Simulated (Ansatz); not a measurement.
# Al2CoSe6 (element-swapped structure): how the settings move a single-point run, part 2 of 2

Question: which choices in the input matter for Al2CoSe6 (element-swapped structure)?

Ansatz 0.2.0; reference level DFT PBE, plane waves, PAW, scalar-relativistic, no spin polarisation. Earlier steps stand in the parts before.

## 5. Changed: occupations.method cold, occupations.width 0.01, scf.algorithm direct_min

Contents of input.yaml:

```yaml
crystal:
  lattice:
    - [8.79126, 0.0, 0.0]
    - [-4.39563, 7.613457, 0.0]
    - [0.0, 0.0, 3.729629]
  atoms:
    - { symbol: Se, position: [0.2531, 0.0, 0.5] }
    - { symbol: Se, position: [0.7469, 0.7469, 0.5] }
    - { symbol: Se, position: [0.0, 0.2531, 0.5] }
    - { symbol: Al, position: [0.3333, 0.6667, 0.5] }
    - { symbol: Al, position: [0.6667, 0.3333, 0.5] }
    - { symbol: Co, position: [0.0, 0.0, 0.0] }
    - { symbol: Se, position: [0.6035, 0.0, 0.0] }
    - { symbol: Se, position: [0.3965, 0.3965, 0.0] }
    - { symbol: Se, position: [0.0, 0.6035, 0.0] }
  symmetry: { tolerance: 0.0003 }
kpoints:
  mp_grid: { grid: [3, 3, 5], shift: [0, 0, 0] }
magnetization:
  spin_polarized: false
scf:
  occupations: { method: cold, width: 0.01 }
  algorithm: direct_min
hamiltonian:
  pseudopotentials: { kind: paw }
  xc: pbe
basis:
  ecutwfc: 420
output:
  forces: true
  stress: true
  eigenvalues: true
  write_density: true
  write_potential: true
  elf: true
  volumetric_format: npy
```

Launch:

```
$ ansatz run input.yaml --threads 1 --pin off --max-ram 2560MiB --backend cpu --events-out ev --progress --plain --runs-dir out
```

What it wrote:

```text
Warning: the atoms were moved onto the symmetric positions of the space group found under crystal.symmetry.tolerance 3.0e-4 (fractional; no operation is sought that the atoms, as they stand in a round, miss by more than twice it, and no atom is moved by as much as it), and the run uses the moved positions. Before a round's move an operation carried an atom to 8.79e-4 Å from where it should land, the largest such distance. Atom 3 (counting from 0) moved farthest, by 5.08e-4 Å; the longest move in fractions of the cell, of whichever atom, is 0.15 of the tolerance, in 1 round. To run the atoms as typed, lower crystal.symmetry.tolerance until the operations that they miss are no longer found, or set crystal.symmetry.detect: false (a key that needs symmetry detection or time reversal refuses this as the deck is read). The positions used, in the order of the run's atom list: position: [0.2531, 0.0, 0.5]; position: [0.7469, 0.7469, 0.5]; position: [0.0, 0.2531, 0.5]; position: [0.3333333333333333, 0.6666666666666667, 0.5]; position: [0.6666666666666667, 0.3333333333333333, 0.5]; position: [0.0, 0.0, 0.0]; position: [0.6035, 0.0, 0.0]; position: [0.3965, 0.3965, 0.0]; position: [0.0, 0.6035, 0.0]; The lattice was moved too: crystal.lattice misses the space group found at crystal.symmetry.tolerance 3.0e-4 in a digit that the deck types, which is why this is a warning: making the lattice exact moves one of its numbers by a whole unit of that number's last typed decimal, or more. The operation that it misses by the most changes a squared length by the fraction 5.71e-7. The run uses the lattice that is a stretch of the typed one, with no rotation, onto the one that keeps every operation to a double's rounding (on a very oblique basis the stretch itself rounds by more); the deck's lattice vector that moved farthest moved by 1.45e-6 Å. To run the lattice as typed, set crystal.symmetry.tolerance under 5.70e-7, the least fraction by which an operation that the lattice misses changes a squared length (the same key also sets how far an atom may lie from its image, so lowering it can lose operations that the atoms keep only within it), or set crystal.symmetry.detect: false, as for the atoms. crystal.lattice made exact, in Å and degrees: [[8.79126144841376, 0.0, 0.0], [-4.39563072420688, 7.613455745637095, 0.0], [0.0, 0.0, 3.729629]]. Pasted over the deck's crystal.lattice, beside positions in fractional coordinates, it runs the same cell (given as lengths and angles, that cell in the form's own orientation, a rigid turn of the misfit's size from the one run here, for which a checkpoint.post_process_only pass over this run's state can be refused: where this run relaxes nothing, give such a pass this deck's own crystal.lattice, as typed; behind a relaxation, as crystal.lattice, the state's own cell, identity.cell in its checkpoint.json), and a matrix so pasted ends this notice, except on a very skew basis of the lattice, where the rounding of the pasted numbers themselves can read as a misfit: the cell is then moved again, and that move is told again. The lattice as run is in this notice's lattice.as_run_ang field (Run.prep()["deck_notices"] in Python, the deck_notice line of an events file, deck_notices of ansatz run --dry-run=json, or deck_notices in record.json in the deck's checkpoint.write directory).
Warning: RAYON_NUM_THREADS=1 ignored (pool sized by the plan → 1); use --threads N
Engine: ansatz 0.2.0, x86_64-unknown-linux-gnu
Pseudopotentials: kind: paw
Pseudopotential: Se, paw, valence charge 16, recommended cutoff 420 eV (normal), Se.paw.azcp
Pseudopotential: Al, paw, valence charge 3, recommended cutoff 420 eV (normal), Al.paw.azcp
Pseudopotential: Co, paw, valence charge 17, recommended cutoff 420 eV (normal), Co.paw.azcp
Functional definition: PBE
  parameter kappa = 0.804
  parameter beta = 0.06672455060314922
  exchange = pbe_x(kappa = kappa, mu = beta*pi^2/3)
  correlation = pbe_c(beta = beta)
Crystal: 9 atoms, lattice volume = 249.631 Å³
Basis set: ecut = 420 eV, 4879 PW (Γ), exchange–correlation on 120×120×50 points (8 copies of the dense FFT grid, shifted against one another)
Bands: 72, of which v1, the nominal top of the filled ones, is band 60 counted from 1 (59 counted from 0)
Symmetry: 12 space group operations
Space group: P-62m (ITA 189), of the structure as read, at distance tolerance 1.9e-3 Å
k-points: 9 of 45 (time reversal used)
Non-local potential: Se, projectors of the file, l = 0: 2, l = 1: 2, l = 2: 3, l = 3: 1
Non-local potential: Al, projectors of the file, l = 0: 2, l = 1: 2, l = 2: 1
Non-local potential: Co, projectors of the file, l = 0: 3, l = 1: 2, l = 2: 3, l = 3: 1
PAW form: soft (Blöchl's): semilocal exchange-correlation on the pseudo side does not see the compensation charge
PAW one-centre angular grid: Se, 590 points (default); XC on 64 Gauss nodes
PAW one-centre angular grid: Al, 110 points (default); XC on 64 Gauss nodes
PAW one-centre angular grid: Co, 590 points (default); XC on 64 Gauss nodes
Initial density: superposition of atomic densities (neutral atoms: chi_scale 0, normalization atom), corrected by the library's trained network
Initial wavefunctions: pseudopotential atomic-orbital guess
Functional: x = pbe(κ = 0.804, μ = 0.2195149727645171), c = pbe(β = 0.06672455060314922)
SCF iter   1: F=—  HF=-39009.128199 eV  |F-HF|=—  |Δ(HF+E_count)|=         —  Δρ=1.17e-2  dr2=5.07e-1  ethr=1.77e-3  ⟨swp⟩=6.1  Hψ=2424  notcnv=0
preconditioner: auto → Resta (q_TF=auto, 2.411 Å⁻¹)  ε∞=7.4  [insulator: Δε(μ)=0.029 eV  Ē_g=6.623 eV  σ=0.010 eV  W_gap=0.82  n_scr=68 (ndim 8)  ℏωp=16.8 eV  f_vac=0.000  D(μ)=17.11/eV (n_scr^D=184)  ε∞_Penn≈7.4]
SCF iter   2: F=—  HF=-39009.140101 eV  |F-HF|=—  |Δ(HF+E_count)|=   1.19e-2  Δρ=1.88e-2  dr2=1.23e0  ethr=4.26e-4  ⟨swp⟩=2.6  Hψ=1303  notcnv=0
iter 3 solved again at ethr=4.03e-5 eV; its pass at ethr=4.26e-4 eV (dr2=4.80e-2 eV) is discarded
SCF iter   3: F=—  HF=-39009.118834 eV  |F-HF|=—  |Δ(HF+E_count)|=   2.13e-2  Δρ=2.68e-3  dr2=4.86e-2  ethr=4.03e-5  ⟨swp⟩=2.0  Hψ=2592  notcnv=0
SCF iter   4: F=—  HF=-39009.116348 eV  |F-HF|=—  |Δ(HF+E_count)|=   2.49e-3  Δρ=2.99e-4  dr2=3.52e-4  ethr=4.03e-5  ⟨swp⟩=2.0  Hψ=1296  notcnv=0
SCF iter   5: F=—  HF=-39009.116335 eV  |F-HF|=—  |Δ(HF+E_count)|=   1.29e-5  Δρ=5.01e-5  dr2=6.85e-6  ethr=2.96e-7  ⟨swp⟩=3.2  Hψ=1307  notcnv=0
SCF iter   6: F=—  HF=-39009.116336 eV  |F-HF|=—  |Δ(HF+E_count)|=   1.09e-6  Δρ=7.17e-6  dr2=1.62e-7  ethr=5.76e-9  ⟨swp⟩=4.0  Hψ=1789  notcnv=0
SCF iter   7: F=—  HF=-39009.116336 eV  |F-HF|=—  |Δ(HF+E_count)|=   6.15e-8  Δρ=2.43e-6  dr2=9.93e-9  ethr=1.36e-10  ⟨swp⟩=4.0  Hψ=1828  notcnv=0
Mixer restart at iter 7: flushing history
iteration 8: the input's own smearing fills from here on; a Gaussian of 0.01 eV has filled iterations ahead of it
SCF iter   8: F=—  HF=-39009.115487 eV  |F-HF|=—  |Δ(HF+E_count)|=         —  Δρ=7.08e-4  dr2=2.08e-3  ethr=8.35e-12  ⟨swp⟩=4.0  Hψ=1800  notcnv=0
SCF iter   9: F=—  HF=-39009.115453 eV  |F-HF|=—  |Δ(HF+E_count)|=   3.38e-5  S|Δr|=    0.00e0  Δρ=2.04e-4  dr2=1.06e-4  ethr=8.35e-12  ⟨swp⟩=6.0  Hψ=2610  notcnv=0
SCF iter  10: F=—  HF=-39009.115451 eV  |F-HF|=—  |Δ(HF+E_count)|=   1.69e-6  S|Δr|=    0.00e0  Δρ=9.77e-5  dr2=3.87e-5  ethr=8.35e-12  ⟨swp⟩=5.1  Hψ=2419  notcnv=0
SCF iter  11: F=—  HF=-39009.115451 eV  |F-HF|=—  |Δ(HF+E_count)|=   2.83e-7  S|Δr|=    0.00e0  Δρ=5.46e-5  dr2=1.30e-5  ethr=8.35e-12  ⟨swp⟩=4.0  Hψ=1734  notcnv=0
SCF iter  12: F=—  HF=-39009.115451 eV  |F-HF|=—  |Δ(HF+E_count)|=   4.58e-8  S|Δr|=    0.00e0  Δρ=1.53e-5  dr2=8.21e-7  ethr=8.35e-12  ⟨swp⟩=5.0  Hψ=1897  notcnv=0
SCF iter  13: F=—  HF=-39009.115451 eV  |F-HF|=—  |Δ(HF+E_count)|=   7.69e-9  S|Δr|=    0.00e0  Δρ=8.10e-6  dr2=2.62e-7  ethr=8.35e-12  ⟨swp⟩=4.0  Hψ=1550  notcnv=0
SCF iter  14: F=-39009.115451 eV  HF=-39009.115451 eV  |F-HF|=3.78e-10  |Δ(HF+E_count)|=   3.14e-9  S|Δr|=    0.00e0  Δρ=5.56e-7  dr2=9.24e-10  ethr=8.35e-12  ⟨swp⟩=2.0  Hψ=1187  notcnv=0
SCF 1 converged in 14 iterations: F = -39009.115451 eV  dr2 = 9.24e-10
  Residual-converged pass: ⟨swp⟩=5.0  Hψ=2447  notcnv=0  max |occ|·‖R‖ = 9.3e-9 eV (tolerance 1.0e-8 eV)  dr2=8.64e-10  dr2_onsite=6.35e-11  max |Δocc| = 6.1e-11
SCF converged after 14 iterations
Stability not checked: this state was not tested for a lower state beside it, because cold or Methfessel-Paxton smearing, or corrected tetrahedra, fill the levels in a way that the test cannot read (fill_not_monotonic; see scf.lower_state_search)
Free energy (F): -39009.115451 eV
Harris-Foulkes:  -39009.115451 eV  (|F-HF|=3.78e-10)
Internal energy: -39009.114345 eV  (E = F + TS)
E sigma→0 (E₀):  -39009.115082 eV
Entropy (-TS):   -0.001106 eV (-0.123 meV/atom)
Fermi energy:    5.321721 eV
--- Per-component energies (eV) ---
  E_band       = -2972.624737
  E_kinetic    = 1158.372446
  E_local      = -21388.317515  (includes V_loc(G=0)·N_el)
  E_nonlocal   = -3081.805572
  E_hartree    = 10177.861805
  E_xc         = -836.704029
  E_vxc        = -816.039029  (∫ρ·V_xc dr)
  E_paw        = -13926.427696  (= ΣΔE_a)
  E_vpaw       = 799.443098  (= ΣTr[D̂ρ^β])
  E_aug_tail   = -0.003492  (compensation charges beyond the density's cutoff)
  E_ewald      = -11112.090291
  E_smearing   = -0.001106  (= −TS)
  E_closure    = 0.000000  (closes the sum)
  Σ components = -39009.115451   (vs F -39009.115451, Δ=0.00e0)
--- Forces (eV/Å), atoms counted from 1 ---
  atom   1  Se    -1.03925134     0.00000000     0.00000000
  atom   2  Se     0.51962567     0.90001806     0.00000000
  atom   3  Se     0.51962567    -0.90001806     0.00000000
  atom   4  Al     0.00000000    -0.00000000     0.00000000
  atom   5  Al     0.00000000     0.00000000     0.00000000
  atom   6  Co    -0.00000000    -0.00000000     0.00000000
  atom   7  Se    -0.52312727     0.00000000     0.00000000
  atom   8  Se     0.26156364     0.45304151     0.00000000
  atom   9  Se     0.26156364    -0.45304151     0.00000000
  max |Σ_I F_I| component: 2.78e-16 eV/Å
--- Stress (GPa, compression-positive) ---
      -13.736406       0.000000       0.000000
        0.000000     -13.736406       0.000000
        0.000000       0.000000     -10.777211
  P = ⅓ Tr σ = -12.7500 GPa (-127.500 kbar)
--- Band table (eV; the first three rows and the last of 9) ---
  k-point 0: bands = ["-89.0349", "-52.3492", "-52.3492", "-52.3439", "-42.3489", "-42.3487", "-42.3487", "-42.3476", "-42.3476", "-42.3476", "-42.3039", "-42.3039", "-42.3037", "-42.2933", "-42.2933", "-42.2933", "-42.2815", "-42.2815", "-42.2815", "-42.2001", "-42.2001", "-42.2001", "-42.1946", "-42.1946", "-42.1946", "-42.1794", "-42.1794", "-42.1794", "-42.1535", "-42.1535", "-42.1535", "-42.1525", "-42.1525", "-42.1525", "-7.6071", "-6.7884", "-6.7884", "-6.7424", "-6.7424", "-6.2259", "-0.1668", "0.6944", "2.4756", "2.4756", "2.8514", "2.8514", "2.8928", "3.7532", "3.7532", "4.1313", "4.1313", "4.2437", "4.3265", "4.8163", "4.8163", "4.9001", "5.1858", "5.1858", "5.3234", "5.3378", "5.3378", "5.9205", "5.9209", "5.9209", "6.6156", "8.8403", "8.8403", "9.1231", "10.0294", "10.3435", "10.3435", "10.8356"]
  k-point 1: bands = ["-89.0349", "-52.3492", "-52.3492", "-52.3443", "-42.3487", "-42.3486", "-42.3486", "-42.3477", "-42.3476", "-42.3476", "-42.3039", "-42.3039", "-42.3037", "-42.2934", "-42.2934", "-42.2934", "-42.2814", "-42.2814", "-42.2814", "-42.2001", "-42.2001", "-42.2001", "-42.1946", "-42.1946", "-42.1946", "-42.1795", "-42.1795", "-42.1795", "-42.1535", "-42.1535", "-42.1535", "-42.1523", "-42.1522", "-42.1522", "-7.3895", "-6.6693", "-6.6693", "-6.6133", "-6.6133", "-6.2119", "0.2272", "0.8291", "2.6031", "2.6031", "2.6420", "2.6420", "2.9725", "3.4305", "3.4805", "3.4805", "3.8834", "3.8834", "4.0111", "4.3925", "4.3925", "4.9382", "5.0201", "5.0201", "5.1521", "5.2398", "5.2398", "5.5185", "5.6342", "5.9529", "5.9529", "8.9091", "8.9626", "8.9626", "9.4438", "9.8218", "9.8218", "9.8257"]
  k-point 2: bands = ["-89.0349", "-52.3491", "-52.3491", "-52.3448", "-42.3485", "-42.3483", "-42.3483", "-42.3478", "-42.3477", "-42.3477", "-42.3039", "-42.3039", "-42.3037", "-42.2935", "-42.2935", "-42.2935", "-42.2813", "-42.2813", "-42.2813", "-42.2000", "-42.2000", "-42.2000", "-42.1946", "-42.1946", "-42.1945", "-42.1796", "-42.1796", "-42.1796", "-42.1536", "-42.1536", "-42.1536", "-42.1519", "-42.1519", "-42.1519", "-6.8670", "-6.4592", "-6.4592", "-6.3835", "-6.3835", "-6.3441", "0.9314", "1.3806", "1.8457", "1.8457", "2.1056", "2.1056", "2.1780", "3.0971", "3.2287", "3.6526", "3.6526", "3.9532", "3.9532", "3.9750", "4.2774", "4.2774", "4.7486", "4.7486", "4.9769", "5.5599", "5.5655", "5.5655", "5.5846", "5.8645", "5.8645", "7.2566", "8.5240", "8.5240", "9.1012", "9.1185", "9.4586", "9.4586"]
  k-point 8: bands = ["-89.0349", "-52.3491", "-52.3491", "-52.3448", "-42.3485", "-42.3483", "-42.3483", "-42.3478", "-42.3477", "-42.3477", "-42.3039", "-42.3039", "-42.3037", "-42.2935", "-42.2935", "-42.2935", "-42.2813", "-42.2813", "-42.2813", "-42.2000", "-42.2000", "-42.2000", "-42.1946", "-42.1946", "-42.1946", "-42.1796", "-42.1796", "-42.1796", "-42.1536", "-42.1536", "-42.1536", "-42.1519", "-42.1519", "-42.1519", "-6.7413", "-6.6029", "-6.6029", "-6.3315", "-6.3116", "-6.3116", "1.0925", "1.0925", "1.5657", "2.1168", "2.1719", "2.1719", "2.9891", "2.9891", "3.3574", "3.3581", "3.3581", "3.5216", "4.0706", "4.0706", "4.5372", "4.5372", "4.5439", "4.8500", "5.0835", "5.0835", "5.1990", "5.2735", "5.2735", "5.9200", "5.9200", "7.8415", "7.8415", "8.5225", "8.9313", "9.6710", "9.7155", "9.7155"]
```

It took 52 s on 1 thread of Intel Xeon 6975P-C (Granite Rapids), shared host; peak memory 0.72 GiB.

Changing the smearing and solver moves the energy by +0.7 meV/atom (σ→0 values), and the largest force goes from 1.06 to 1.04 eV/Å.

## 6. Changing settings: mp_grid.grid [1, 1, 2], eigensolver.kind davidson, basis.precision f64

Contents of input.yaml:

```yaml
crystal:
  lattice:
    - [8.79126, 0.0, 0.0]
    - [-4.39563, 7.613457, 0.0]
    - [0.0, 0.0, 3.729629]
  atoms:
    - { symbol: Se, position: [0.2531, 0.0, 0.5] }
    - { symbol: Se, position: [0.7469, 0.7469, 0.5] }
    - { symbol: Se, position: [0.0, 0.2531, 0.5] }
    - { symbol: Al, position: [0.3333, 0.6667, 0.5] }
    - { symbol: Al, position: [0.6667, 0.3333, 0.5] }
    - { symbol: Co, position: [0.0, 0.0, 0.0] }
    - { symbol: Se, position: [0.6035, 0.0, 0.0] }
    - { symbol: Se, position: [0.3965, 0.3965, 0.0] }
    - { symbol: Se, position: [0.0, 0.6035, 0.0] }
  symmetry: { tolerance: 0.0003 }
kpoints:
  mp_grid: { grid: [1, 1, 2], shift: [0, 0, 0] }
magnetization:
  spin_polarized: false
scf:
  occupations: { method: fermi_dirac, width: 0.0346 }
  eigensolver: { kind: davidson }
hamiltonian:
  pseudopotentials: { kind: paw }
  xc: pbe
basis:
  ecutwfc: 420
  precision: f64
output:
  forces: true
  stress: true
  eigenvalues: true
```

Launch:

```
$ ansatz run input.yaml --threads 1 --pin off --max-ram 2560MiB --backend cpu --events-out ev --progress --plain --runs-dir out
```

What it wrote (excerpt; [...] marks lines left out):

```text
Warning: the atoms were moved onto the symmetric positions of the space group found under crystal.symmetry.tolerance 3.0e-4 (fractional; no operation is sought that the atoms, as they stand in a round, miss by more than twice it, and no atom is moved by as much as it), and the run uses [...]
Warning: RAYON_NUM_THREADS=1 ignored (pool sized by the plan → 1); use --threads N
[...]
[... 5 set-up lines as earlier in the session ...]
[...]
Crystal: 9 atoms, lattice volume = 249.631 Å³
Basis set: ecut = 420 eV, 4879 PW (Γ), exchange–correlation on 120×120×50 points (8 copies of the dense FFT grid, shifted against one another)
Bands: 72, of which v1, the nominal top of the filled ones, is band 60 counted from 1 (59 counted from 0)
[... 1 set-up line as earlier in the session ...]
[...]
SCF iter   1: F=—  HF=-39008.765614 eV  |F-HF|=—  |Δ(HF+E_count)|=         —  Δρ=2.31e-2  dr2=1.68e0  ethr=1.77e-3  ⟨swp⟩=7.0  Hψ=538  notcnv=0
[...]
SCF iter  10: F=-39008.601630 eV  HF=-39008.601630 eV  |F-HF|=1.12e-8  |Δ(HF+E_count)|=   4.40e-8  Δρ=3.18e-6  dr2=1.80e-8  ethr=1.59e-10  ⟨swp⟩=4.0  Hψ=292  notcnv=0
[...]
SCF converged after 10 iterations
Free energy (F): -39008.601630 eV
[...]
E sigma→0 (E₀):  -39008.564628 eV
Entropy (-TS):   -0.074002 eV (-8.222 meV/atom)
Fermi energy:    5.375453 eV
[...]
--- Forces (eV/Å), atoms counted from 1 ---
  atom   1  Se    -0.65044623     0.00000000     0.00000000
  atom   2  Se     0.32522311     0.56330295     0.00000000
  atom   3  Se     0.32522311    -0.56330295     0.00000000
  atom   4  Al    -0.00000000    -0.00000000     0.00000000
  atom   5  Al    -0.00000000    -0.00000000     0.00000000
  atom   6  Co    -0.00000000    -0.00000000     0.00000000
  atom   7  Se    -0.20922128     0.00000000     0.00000000
  atom   8  Se     0.10461064     0.18119094     0.00000000
[...]
--- Stress (GPa, compression-positive) ---
      -12.768094       0.000000       0.000000
        0.000000     -12.768094       0.000000
        0.000000       0.000000     -11.190289
  P = ⅓ Tr σ = -12.2422 GPa (-122.422 kbar)
--- Band table (eV) ---
[...]
```

Wall time 2.8 s (1 thread of Intel Xeon 6975P-C (Granite Rapids), shared host); peak memory 0.54 GiB.

Changing the k-point mesh, solver and arithmetic precision moves the energy by +61.2 meV/atom, and the pressure goes from -12.7 to -12.2 GPa and the largest force goes from 1.06 to 0.65 eV/Å. The energy is not variational in the mesh, so the sign tells nothing. Of the settings changed, the mesh is the one that moves energies this far. Cost: 10 SCF cycles against 9, 2.8 s against 7.1 s. These settings are too coarse to quote as the system's properties.

## 7. All runs together

This closing draws on all 2 parts.

```tsv
run	ending	energy change	pressure (GPa)	gap (eV)	force (eV/Å)	cycles	time
reference	converged	0	-12.7	0.00	1.06	9	7.1 s
1: occupations.method tetrahedron, n_extra_bands 4, accuracy high, width left out	converged	+0.4 meV/atom (σ→0)	-12.7	0.00	1.06	16	11 s
2: ecutwfc 800 eV, xc_grid 4	converged	-0.7 meV/atom	-12.7	0.00	1.06	9	20 s
3: occupations.method cold, occupations.width 0.01, scf.algorithm direct_min	converged	+0.7 meV/atom (σ→0)	-12.8	0.00	1.04	14	52 s
4: mp_grid.grid [1, 1, 2], eigensolver.kind davidson, basis.precision f64	converged	+61.2 meV/atom	-12.2	0.00	0.65	10	2.8 s
```

Times don't compare one to one where runs were asked for different outputs or read a saved state (see the inputs); cycles may leave out searches for a lower state.

Residual by cycle in the longest SCF loop of each run; runs are numbered as in the table. The quantity is the density residual dr2, in eV.

```tsv
cycle	reference	run 1	run 2	run 3	run 4
1	0.278	0.208	0.275	0.507	1.68
2	0.0354	8.73	0.0337	1.23	0.783
4	7.5e-4	0.0116	7.5e-4	3.5e-4	0.00359
5	5.9e-5	0.00169	5.1e-5	6.8e-6	3.7e-4
6	4.1e-6	0.00301	2.9e-6	1.6e-7	4.6e-5
8	3.1e-7	2.3e-5	7.5e-7	0.00208	8.1e-7
9	3.8e-8	1.2e-4	1.1e-8	1.1e-4	1.9e-7
11	-	7.7e-8	-	1.3e-5	-
12	-	3.1e-7	-	8.2e-7	-
13	-	1.6e-8	-	2.6e-7	-
15	-	7.9e-10	-	-	-
16	-	7.8e-11	-	-	-
```

**Reading.** The structure is not at rest: the sound run finds -13 GPa, so these are no properties of the relaxed crystal. The reference leaves spin out although Co can carry a moment, so its state need not be the lowest.

Caveats on the reference run: its mesh is coarse for a cell with so small a gap or none; the structure is made up and not relaxed.
